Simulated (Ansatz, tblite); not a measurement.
# WOCl4 (WCl₄O): which spin state is lowest

Is the singlet the ground state of WOCl4 (WCl₄O)? Other spin states are computed and compared level by level.

The runs use Ansatz 0.2.0, Gaussian basis; as each input shows.

Plan: triplet, at the geometry of the singlet (GFN1-xTB, GFN2-xTB, PBE0-D4/def2-TZVP, PBE-D4/def2-TZVP, r2SCAN-D4/def2-TZVP); the singlet's energies come from earlier runs.

2 further runs of the same task are left out: 2 set aside as unsound or not needed.

## Step 1: The geometry

The singlet was relaxed beforehand with B3LYP-D4/def2-SVP.

6 atoms, charge 0, spin multiplicity 1.

Bond lengths: W1–O2 1.681 Å, W1–Cl3 2.316 Å, W1–Cl4 2.316 Å, W1–Cl5 2.316 Å, W1–Cl6 2.316 Å. Angles: O2–W1–Cl3 103.9°, O2–W1–Cl4 103.9°, O2–W1–Cl5 103.9°, O2–W1–Cl6 103.9°, Cl3–W1–Cl4 86.7°, Cl3–W1–Cl5 152.1°, Cl3–W1–Cl6 86.7°, Cl4–W1–Cl5 86.7°, Cl4–W1–Cl6 152.2°, Cl5–W1–Cl6 86.7°.

Formally the metal is d0. W takes a core potential in the def2 sets. No spin-orbit coupling is included.

## Step 2: Triplet at the fixed geometry, GFN1-xTB

Tight binding, by tblite at 300 K electronic temperature and without a spin-polarisation term:

```python
tblite.interface.Calculator('GFN1-xTB', numbers, positions, charge=0, uhf=2).singlepoint()
```

Energy -655.9554 eV; 0.025 s.

## Step 3: Triplet at the fixed geometry, GFN2-xTB

Tight binding, by tblite at 300 K electronic temperature and without a spin-polarisation term:

```python
tblite.interface.Calculator('GFN2-xTB', numbers, positions, charge=0, uhf=2).singlepoint()
```

Energy -676.1020 eV; 0.037 s.

## Step 4: Triplet at the fixed geometry, PBE0-D4/def2-TZVP

in.yaml

```yaml
crystal:
  periodic: [false, false, false]
  atoms:
    - {symbol: W, position_ang: [0.000035, -0.000276, 0.091505]}
    - {symbol: O, position_ang: [0.001500, -0.005517, 1.772080]}
    - {symbol: Cl, position_ang: [2.247954, 0.013328, -0.467436]}
    - {symbol: Cl, position_ang: [-0.012289, 2.249841, -0.458625]}
    - {symbol: Cl, position_ang: [-2.248687, -0.010501, -0.464505]}
    - {symbol: Cl, position_ang: [0.011497, -2.246876, -0.473008]}
basis:
  gaussian: {orbitals: def2-TZVP}
magnetization: {spin_polarized: true, initial_magnetization: 2}
hamiltonian: {xc: pbe0, dispersion: d4}
scf: {omitted_lower_state_checks: [starts]}
output: {orbitals: {seedname: orbitals}}
```

On the command line:

```
$ ansatz run in.yaml --threads 4 --pin off --events-out ev --progress --plain --max-ram 4787MiB
```

What it wrote:

```text
Functional definition: PBE0
  name "PBE0"
  cite "Adamo & Barone, J. Chem. Phys. 110, 6158 (1999) doi:10.1063/1.478522"
  cite "Perdew, Burke & Ernzerhof, Phys. Rev. Lett. 77, 3865 (1996) doi:10.1103/PhysRevLett.77.3865"
  parent pbe
  parameter a = 0.25
  parameter kappa = 0.804
  parameter beta = 0.06672455060314922
  exchange = (1 - a)*pbe_x(kappa = kappa, mu = beta*pi^2/3) + a*exact_x
  correlation = pbe_c(beta = beta)
these checks for a lower state are left out or cut short: starts
1623 factors; their error is unknown
mean field evaluation 1: about -53944.1244 eV, gradient 4.6e1 eV
mean field evaluation 2: about -53813.1760 eV, gradient 1.6e2 eV
mean field evaluation 4: about -53951.3490 eV, gradient 6.5e0 eV
mean field evaluation 8: about -53951.4977 eV, gradient 1.9e-1 eV
mean field evaluation 16: about -53951.6628 eV, gradient 1.1e-3 eV
mean field -53951.66284515 eV, -1982.6870398088 hartree, gradient 2.4e-5 eV, S^2 2.010315; 0 other end points of the search recorded, 0 dependent functions left out
reference -53951.66287710 eV, -1982.6870409827 hartree; 46, 44 occupied and 173, 175 virtual orbitals, 1623 factors
Total energy: -53951.94360559 eV, -1982.6973575647 hartree
Checks for a lower state left out: starts
```

Run time: 18 s. Hardware: 4 threads of Intel Xeon Platinum 8175M at 2.50GHz, shared host; peak memory 1.1 GiB.

From the report: HOMO -7.11 eV, LUMO -7.41 eV (over both spins; with the spin held, an empty level of the minority spin lies below the top filled one); ⟨S²⟩ 2.010 (pure: 2.00).

## Step 5: Triplet at the fixed geometry, PBE-D4/def2-TZVP

start.molden holds the orbitals of an earlier run on this state, given as this run's starting guess.

Changes to in.yaml since step 4:

```diff
@@ -10,5 +10,5 @@
 basis:
-  gaussian: {orbitals: def2-TZVP}
+  gaussian: {orbitals: def2-TZVP, initial_orbitals: start.molden}
 magnetization: {spin_polarized: true, initial_magnetization: 2}
-hamiltonian: {xc: pbe0, dispersion: d4}
+hamiltonian: {xc: pbe, dispersion: d4}
 scf: {omitted_lower_state_checks: [starts]}
```

Same command.

What it wrote:

```text
Functional definition: PBE
  name "PBE"
  cite "Perdew, Burke & Ernzerhof, Phys. Rev. Lett. 77, 3865 (1996) doi:10.1103/PhysRevLett.77.3865"
  parent pbe
  parameter kappa = 0.804
  parameter beta = 0.06672455060314922
  exchange = pbe_x(kappa = kappa, mu = beta*pi^2/3)
  correlation = pbe_c(beta = beta)
these checks for a lower state are left out or cut short: starts
1499 factors; their error is unknown
mean field evaluation 1: about -53949.8543 eV, gradient 1.2e1 eV
mean field evaluation 2: about -53950.0400 eV, gradient 2.8e-1 eV
mean field evaluation 4: about -53950.0262 eV, gradient 4.5e-2 eV
mean field evaluation 8: about -53950.0262 eV, gradient 2.5e-5 eV
mean field -53950.02623455 eV, -1982.6268954784 hartree, gradient 2.5e-5 eV, S^2 2.004776; 0 other end points of the search recorded, 0 dependent functions left out
reference -53950.02627721 eV, -1982.6268970461 hartree; 46, 44 occupied and 173, 175 virtual orbitals, 1499 factors
Total energy: -53950.35108684 eV, -1982.6388335801 hartree
Checks for a lower state left out: starts
```

It took 8.5 s on 4 threads of Intel Xeon Platinum 8175M at 2.50GHz, shared host.

From the report: HOMO -5.47 eV, LUMO -7.58 eV (over both spins; with the spin held, an empty level of the minority spin lies below the top filled one); ⟨S²⟩ 2.005 (pure: 2.00).

## Step 6: Triplet at the fixed geometry, r2SCAN-D4/def2-TZVP

Changes to in.yaml since step 5:

```diff
@@ -12,3 +12,3 @@
 magnetization: {spin_polarized: true, initial_magnetization: 2}
-hamiltonian: {xc: pbe, dispersion: d4}
+hamiltonian: {xc: r2scan, dispersion: d4}
 scf: {omitted_lower_state_checks: [starts]}
```

Launched as before.

What it wrote:

```text
Functional definition: r2SCAN
  name "r2SCAN"
  cite "Furness, Kaplan, Ning, Perdew & Sun, J. Phys. Chem. Lett. 11, 8208 (2020) doi:10.1021/acs.jpclett.0c02405"
  cite "Furness, Kaplan, Ning, Perdew & Sun, J. Phys. Chem. Lett. 11, 9248 (2020) doi:10.1021/acs.jpclett.0c03077"
  parent r2scan
  parameter k0 = 0.174
  parameter k1 = 0.065
  parameter a1 = 4.9479
  exchange = r2scan_x(k0 = k0, k1 = k1, a1 = a1)
  correlation = r2scan_c
these checks for a lower state are left out or cut short: starts
1499 factors; their error is unknown
mean field evaluation 1: about -53967.9546 eV, gradient 8.8e0 eV
mean field evaluation 2: about -53968.0278 eV, gradient 1.2e-1 eV
mean field evaluation 4: about -53968.0181 eV, gradient 4.0e-4 eV
mean field -53968.01806630 eV, -1983.2880831001 hartree, gradient 1.4e-5 eV, S^2 2.009139; 0 other end points of the search recorded, 0 dependent functions left out
reference -53968.01807842 eV, -1983.2880835454 hartree; 46, 44 occupied and 173, 175 virtual orbitals, 1499 factors
Total energy: -53968.09080032 eV, -1983.2907560260 hartree
Checks for a lower state left out: starts
```

It took 18 s on 4 threads of Intel Xeon Platinum 8175M at 2.50GHz, shared host.

Report: HOMO -5.98 eV, LUMO -7.82 eV (over both spins; with the spin held, an empty level of the minority spin lies below the top filled one); ⟨S²⟩ 2.009 (pure: 2.00).

## Step 7: Triplet less singlet, vertical

The singlet's energies are those of its earlier runs, whose logs aren't repeated here.

```tsv
level	triplet less singlet, vertical (kcal/mol)	time
GFN1-xTB	+73.5	0.051 s
GFN2-xTB	+56.5	0.073 s
PBE-D4/def2-TZVP	+46.6	12 s
r2SCAN-D4/def2-TZVP	+46.6	27 s
PBE0-D4/def2-TZVP	+47.7	26 s
```

Times add the two runs; a level without a time comes out of a correlated run. Tight binding without a spin term can't rank spin states.

## Step 8: Summary of results

```
                                                quantity                                          value
triplet less singlet, vertical, functionals in def2-TZVP  +46.6 (r2SCAN-D4) to +47.7 kcal/mol (PBE0-D4)
```

What this shows: All functionals put the triplet above the singlet, over a spread of 1.1 kcal/mol. The checks for a lower triplet were left out, so another state of that spin may lie lower. The singlet here is a closed shell; an open-shell singlet can lie lower. These are electronic energies, without zero-point motion, entropy or surroundings. Spin-orbit coupling is left out too; for so heavy a metal it can shift spin gaps by tenths of an eV.
